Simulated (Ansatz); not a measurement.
# Al2H6O5Si: the cost of one run

Computed with Ansatz 0.2.0, Gaussian basis. Level: PBE0-D4/def2-TZVP structures, single points in def2-TZVPP, no counterpoise correction.

Levels: SPW92, PBE-D4, BLYP-D4, r2SCAN-D4, B97M-V, PBE0-D4, B3LYP-D4, r2SCAN0-D4, BHLYP-D4, CAM-B3LYP-D4, wB97X-V, wB97M-V, B2PLYP, PBE-QIDH, RPA on PBE, Hartree-Fock, MP2, CCSD, CCSD(T).

Cores are frozen in the correlated methods. B3LYP uses VWN-RPA correlation. B2PLYP carries no dispersion term here.

56 further runs of the same task are left out: 56 set aside as unsound or not needed. Runs told in other sessions of the task aren't counted.

**1. The starting structure**

The complex: 16 atoms, charge 0, spin multiplicity 1.

Atoms are counted from 1 here; the program's logs count them from 0.

Bond lengths: Si1–O4 1.601 Å, Si1–H11 1.483 Å, Si1–H12 1.565 Å, Si1–H13 1.480 Å, H2–H3 0.748 Å, O4–Al5 1.753 Å, Al5–O6 1.691 Å, Al5–O7 1.750 Å, Al5–O10 1.953 Å, O6–H14 0.954 Å, O7–Al8 1.690 Å, Al8–O9 1.678 Å, Al8–O10 1.791 Å, Al8–H12 1.928 Å, O9–H15 0.954 Å, O10–H16 0.956 Å. Angles: O4–Si1–H11 113.4°, O4–Si1–H12 110.2°, O4–Si1–H13 116.3°, H11–Si1–H12 101.3°, H11–Si1–H13 111.3°, H12–Si1–H13 102.7°, Si1–O4–Al5 119.7°, O4–Al5–O6 115.7°, O4–Al5–O7 106.7°, O4–Al5–O10 98.3°, O6–Al5–O7 128.7°, O6–Al5–O10 115.7°, O7–Al5–O10 83.7°, Al5–O6–H14 123.4° and more.

Geometry (Å):

```xyz
16

Si   -0.3132   -1.5563   -0.0730
H     2.1345   -3.7676    1.0920
H     2.1601   -3.0283    1.2001
O     0.8034   -0.6993    0.6890
Al    1.0210    0.9944    0.2915
O     2.3056    1.7718    1.0685
O     0.4472    1.2042   -1.3487
Al   -1.1899    1.2639   -0.9337
O    -2.6852    1.6922   -1.5639
O    -0.7638    1.6287    0.7669
H    -1.0746   -2.4590    0.8234
H    -1.4493   -0.6171   -0.5994
H     0.1229   -2.2595   -1.3003
H     2.6709    2.6027    0.7750
H    -2.9488    1.6682   -2.4804
H    -1.2408    1.5611    1.5930
```

Its parts: Al2H6O5Si holds atoms 1, 4, 5, 6, 7, 8, 9, 10, 11, 12, 13, 14, 15, 16; H2 holds atoms 2, 3. Each part counts its atoms afresh in its own runs.

**2. Relaxing Al2H6O5Si alone**

relax-a/in.yaml reads:

```yaml
crystal:
  periodic: [false, false, false]
  atoms:
    - {symbol: Si, position_ang: [-0.313202, -1.556332, -0.072957]}
    - {symbol: O, position_ang: [0.803363, -0.699277, 0.689040]}
    - {symbol: Al, position_ang: [1.020988, 0.994375, 0.291503]}
    - {symbol: O, position_ang: [2.305629, 1.771791, 1.068470]}
    - {symbol: O, position_ang: [0.447201, 1.204181, -1.348695]}
    - {symbol: Al, position_ang: [-1.189925, 1.263874, -0.933730]}
    - {symbol: O, position_ang: [-2.685202, 1.692195, -1.563910]}
    - {symbol: O, position_ang: [-0.763818, 1.628721, 0.766894]}
    - {symbol: H, position_ang: [-1.074627, -2.458996, 0.823430]}
    - {symbol: H, position_ang: [-1.449261, -0.617068, -0.599412]}
    - {symbol: H, position_ang: [0.122945, -2.259539, -1.300260]}
    - {symbol: H, position_ang: [2.670885, 2.602748, 0.774963]}
    - {symbol: H, position_ang: [-2.948790, 1.668214, -2.480388]}
    - {symbol: H, position_ang: [-1.240820, 1.561073, 1.593035]}
basis:
  gaussian: {orbitals: def2-TZVP}
hamiltonian: {xc: pbe0, dispersion: d4}
relax: {f_tol: 0.005, max_steps: 200}
```

Run with:

```bash
> ansatz run in.yaml --threads 4 --pin off --events-out ev --progress --plain --max-ram 46080MiB --backend cuda --devices 0, --max-vram 37GiB
```

**Question.** How long does this run take on 1 × a share of an NVIDIA H100 with 4 threads of AMD EPYC 7R13, shared host?

About 9 s.
